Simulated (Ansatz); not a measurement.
Crystal: TaWC2.

```xyz
4
Lattice="1.5719 0.9075 5.1016 -1.5719 0.9075 5.1016 0.0000 -1.8150 5.1016" Properties=species:S:1:pos:R:3 pbc="T T T"
W     0.0000    0.0000    0.0000
Ta    0.0000    0.0000    7.6524
C     0.0000    0.0000    3.8405
C     0.0000    0.0000   11.4644
```

The cell comes from a database or a generator and needn't be the stable form of this composition.

Base run:

| Property | Result |
| --- | --- |
| Program | Ansatz 0.2.0 |
| Functional | PBEsol |
| Potentials or basis | all-electron LAPW, scalar-relativistic |
| Cutoff | 303 eV |
| Density cutoff | 1214 eV |
| Basis error allowed | 0.002 eV/atom |
| k mesh | 10 × 10 × 10 |
| Occupations | fermi-dirac, width 0.05 eV |
| Spin | no spin polarisation |
| Hubbard terms | Ta d U = 6 eV, W d U = 6 eV |

Its results: pressure -7.2 GPa; largest force 0.272 eV/Å.

**Question.** After a change of settings the same cell gave: pressure -16.7 GPa; largest force 0.076 eV/Å. Which change was it?
A. potentials or basis from all-electron LAPW, scalar-relativistic to all-electron PAW datasets made for the crystal; hubbard terms from Ta d U = 6 eV, W d U = 6 eV to none
B. functional from PBEsol to LDA; hubbard terms from Ta d U = 6 eV, W d U = 6 eV to none
C. functional from PBEsol to PBE; hubbard terms from Ta d U = 6 eV, W d U = 6 eV to none
D. hubbard terms from Ta d U = 6 eV, W d U = 6 eV to none

**Answer.** B.

Caveats: U is the effective U less J, on atomic orbitals that reach past the spheres (some runs); U without spin polarisation on a metal has little footing (some runs); the U is typed as a test and isn't derived for this compound (some runs).

Not every run made on this cell is shown here.
